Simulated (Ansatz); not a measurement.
## TaTe: single point with HSE06 form with a typed share of exact exchange

TaTe:

```xyz
2
Lattice="3.4201 0.0000 0.0000 0.0000 3.4201 0.0000 0.0000 0.0000 3.4201" Properties=species:S:1:pos:R:3 pbc="T T T"
Ta    1.7100    1.7100    1.7100
Te    0.0000    0.0000    0.0000
```

The cell was built by a generator and needn't be a form met in nature.

```
Program             : Ansatz 0.2.0
Task                : single point
Functional          : HSE06 form with a typed share of exact exchange
Potentials or basis : Ansatz PAW
Cutoff              : 420 eV (not typed: the program's choice for these potentials)
k mesh              : 4 × 4 × 4
Occupations         : fermi-dirac, width 0.05 eV
Spin                : no spin polarisation
```

```json
{"Pressure": "-3.9 GPa", "Band gap on the k mesh": "none (metal or under the smearing width)"}
```

Levels at points of the mesh, in eV from the Fermi level:
| k point | band 11 | band 12 | band 13 | band 14 | band 15 | band 16 | band 17 | band 18 |
| --- | --- | --- | --- | --- | --- | --- | --- | --- |
| (0.00, 0.00, 0.00) | -3.69 | -3.69 | -2.18 | -2.18 | -2.18 | 1.34 | 1.34 | 1.34 |
| (0.00, 0.00, -0.50) | -9.99 | -3.72 | -3.72 | -2.82 | 1.57 | 2.55 | 4.31 | 5.01 |
| (0.00, -0.50, -0.50) | -7.02 | -7.02 | -4.27 | -0.56 | -0.56 | -0.02 | 1.46 | 3.00 |
| (-0.50, -0.50, -0.50) | -7.81 | -7.81 | -7.81 | 1.05 | 1.05 | 1.05 | 3.13 | 3.13 |

Run time: 15 s on 1 × NVIDIA H100 80GB HBM3 with 2 threads of AMD EPYC 7R13 Processor (Zen 3), on a shared host, peak memory 1.6 GiB.

Caveat: the k mesh is coarse (spacing up to 0.46 Å⁻¹), so the values aren't converged, least of all with exact exchange; the PAW data sets come from PBE, with cores solved anew for the run's functional, which leaves a small shift of forces and pressure; the thresholds are loose for stress. The run has no spin-orbit coupling, so splittings on Ta, Te are missing.
